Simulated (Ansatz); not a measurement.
# CsLiCr2Te2S3 in Ansatz: the effect of Hubbard term

The system is CsLiCr2Te2S3.

```xyz
9
Lattice="3.3193 1.9164 6.8798 -3.3193 1.9164 6.8798 0.0000 -3.8328 6.8798" Properties=species:S:1:pos:R:3 pbc="T T T"
Cs    0.0000    0.0000    0.0000
Li    0.0000    0.0000   10.3197
Cr    0.0000    0.0000   16.4802
Cr    0.0000    0.0000    4.1593
Te    0.0000    0.0000   14.0328
Te    0.0000    0.0000    6.6067
S    -2.4147    0.0000   10.3197
S     1.2074   -2.0912   10.3197
S     1.2074    2.0912   10.3197
```

The cell was built by a generator and needn't be a form met in nature.

Alike in all runs:

```yaml
Program: Ansatz 0.2.0
Task: single point
Functional: PBE
Potentials_or_basis: all-electron LAPW, scalar-relativistic
Cutoff: 305 eV (chosen from the basis error)
Basis_error_allowed: 0.002 eV/atom
k_mesh: 4 × 4 × 4
Occupations: fermi-dirac, width 0.05 eV
Spin: collinear spin, ferromagnetic start
Starting_moments: "[0.0, 0.0, 3.0, 3.0, 0.0, 0.0, 0.0, 0.0, 0.0] μB"
```

```tsv
Hubbard term	pressure (GPa)	moment (μB)	largest force (eV/Å)
none	?	?	?
Cr d U = 3 eV	2.5	4.11	1.00
Cr d U = 6 eV	5.0	4.47	1.97
```

What does the run with Hubbard term none give?

Pressure 0.0 GPa; moment 4.00 μB; largest force 0.02 eV/Å.

Caveats: the k mesh is thin for a metal, which can move the energy by tens of meV per atom; only a ferromagnetic start was run, and an antiferromagnetic order may lie lower in energy; the magnetic state may not be the lowest (some runs); U is the effective U less J, on atomic orbitals that reach past the spheres (some runs); forces of over 1 eV/Å show positions far from the minimum, so gaps and moduli don't describe the material at rest (some runs).
